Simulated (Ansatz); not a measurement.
Ta12HF, 14 atoms in the cell. The cell holds a slab with vacuum, 14 atoms: a = 5.720 Å, b = 5.720 Å, c = 22.671 Å, α = 90.00°, β = 90.00°, γ = 109.47°.  The cell isn't the ideal one: HF (flat) over a top site of the (1 1 0) slab of Ta, cut from the database cell, not relaxed.

- Program: Ansatz 0.2.0
- Task: single point
- Functional: PBE
- Potentials or basis: Ansatz PAW
- Cutoff: 420 eV (not typed: the program's choice for these potentials)
- k mesh: 5 × 5 × 1
- Occupations: fermi-dirac, width 0.05 eV
- Spin: no spin polarisation
- Boundary along the surface normal: dipole_correction
- Miller: [1, 1, 0]
- Adsorbate: HF
- Bulk formula: Ta

Potentials or basis: Ansatz PAW.

The run is started by

```sh
$ ansatz run input.yaml --threads 4 --pin off --max-ram 11264MiB --backend cpu --events-out ev --progress --plain --runs-dir out
```

Hardware: 4 threads of Arm Neoverse V1, on a shared host.

**Question.** How long does it take, and how much memory?

**Answer.** Wall time 25 s on 4 threads of Arm Neoverse V1, on a shared host, peak memory 1.8 GiB. Counts: scf iterations 8, plane waves 13659, k points 13, bands 99.
